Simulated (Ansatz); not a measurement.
# Ca3Nb: the cost of one run

Computed with Ansatz 0.2.0 (DFT PBE, scalar-relativistic, plane waves, PAW, unless a step's input says otherwise).

## 1. The system as given

Symmetry: P6_3/mmc, No. 194, hexagonal system. Conventional cell: a = 6.644 Å, b = 6.644 Å, c = 5.333 Å, α = 90.00°, β = 90.00°, γ = 120.00°. Around Ca (site symmetry mm2) lie 4 Nb at 3.28 to 3.32 Å and 8 Ca at 3.29 to 3.33 Å. Around Nb (site symmetry -6m2) lie 12 Ca at 3.28 to 3.32 Å.

Coordinates:

```
CELL_PARAMETERS angstrom
6.64431 0.00000 0.00000
-3.32216 5.75414 0.00000
0.00000 0.00000 5.33308
ATOMIC_POSITIONS crystal
Ca 0.83300 0.66600 0.25000
Ca 0.16700 0.83300 0.75000
Ca 0.33400 0.16700 0.25000
Ca 0.16700 0.33400 0.75000
Ca 0.83300 0.16700 0.25000
Ca 0.66600 0.83300 0.75000
Nb 0.33333 0.66667 0.25000
Nb 0.66667 0.33333 0.75000
```

This is candidate A: Ni3Sn (D0_19) type (P6_3/mmc, No. 194).

(A quick probe on a coarse mesh, which set the mesh and smearing, is not shown.)

## 3. Coarse relaxation (candidate A)

Contents of input.yaml:

```yaml
crystal:
  lattice:
    - [6.6443104933, 0.0, 0.0]
    - [-3.3221552467, 5.7541416779, 0.0]
    - [0.0, 0.0, 5.333084337]
  atoms:
    - { symbol: Ca, position: [0.833, 0.666, 0.25] }
    - { symbol: Ca, position: [0.167, 0.833, 0.75] }
    - { symbol: Ca, position: [0.334, 0.167, 0.25] }
    - { symbol: Ca, position: [0.167, 0.334, 0.75] }
    - { symbol: Ca, position: [0.833, 0.167, 0.25] }
    - { symbol: Ca, position: [0.666, 0.833, 0.75] }
    - { symbol: Nb, position: [0.3333333333, 0.6666666667, 0.25] }
    - { symbol: Nb, position: [0.6666666667, 0.3333333333, 0.75] }
basis:
  ecutwfc: 420
kpoints:
  mp_grid: { grid: [3, 3, 4] }
hamiltonian:
  xc: pbe
scf:
  occupations: { method: gaussian, width: 0.1 }
  lower_state_search: "off"
output:
  forces: true
  stress: true
  eigenvalues: true
relax:
  adjacent_minimum: "off"
  f_tol: 0.04
  max_steps: 70
  cell: { stress_tol: 0.4 }
```

Command:

```sh
$ ansatz run input.yaml --threads 1 --pin off --max-ram 2560MiB --backend cpu --events-out ev --progress --plain --runs-dir out
```

**Question.** How long does this run take on 1 thread of Intel Xeon 6975P-C (Granite Rapids), shared host, and how much memory does it need?

About 27 s, with a peak of 0.52 GiB.
